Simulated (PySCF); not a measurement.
# C4H7BCl2O3: the cost of one run

Computed with PySCF 2.14.0, with density-fitted response routines of our own, on a single molecule in the gas phase. Atoms count from 0, in the outputs and in this text.

**1. The starting structure**

17 atoms, charge 0, multiplicity 1; geometry from: GFN2-xTB.

Bonds of the start (Å): C0–O1 1.41, O1–C2 1.39, C2–C3 1.50, C3–O4 1.25, C3–O5 1.28, O5–C6 1.45, C6–B7 1.65, B7–Cl8 1.81, B7–Cl9 1.81, C0–H10 1.09, C0–H11 1.10, C0–H12 1.10, C2–H13 1.10, C2–H14 1.10, C6–H15 1.09, C6–H16 1.09.

The optimised geometry no longer has the bonds of the starting formula, so what follows describes that rearranged structure.

**2. Nuclear shieldings: PBE0/pcSseg-1**

The job: settings as JSON, then the geometry in Å.

```
{"job": {"kind": "nmr", "xc": "PBE0", "basis": "pcSseg-1"}, "charge": 0, "multiplicity": 1}
C      3.130105     0.533009     0.639228
O      1.902729    -0.047527     0.253081
C      0.834922     0.846685     0.315682
C     -0.450483     0.144200     0.001005
O     -1.533274     0.768445     0.022550
O     -0.432774    -1.098815    -0.287460
C     -1.773526    -1.579906    -0.550644
B     -2.709380    -0.237680    -0.333764
Cl    -3.495499     0.388488    -1.837271
Cl    -3.795088    -0.295931     1.111853
H      3.871218    -0.257849     0.568858
H      3.406688     1.357820    -0.026111
H      3.085648     0.902104     1.669413
H      0.734284     1.295338     1.319016
H      0.951010     1.677190    -0.402090
H     -1.960618    -2.396369     0.148248
H     -1.772960    -1.987172    -1.562644
```

Level: GIAO PBE0/pcSseg-1 NMR shielding, non-relativistic, gas phase.

Launch:

```console
$ OMP_NUM_THREADS=1 python probes_run.py task.json out
```

The driver reads the jobs from task.json and runs them one after another.

**Question.** How long does this job take on 1 thread of Arm Neoverse N1, shared host, and how much memory does it need?

About 77 s, with a peak of 0.97 GiB.
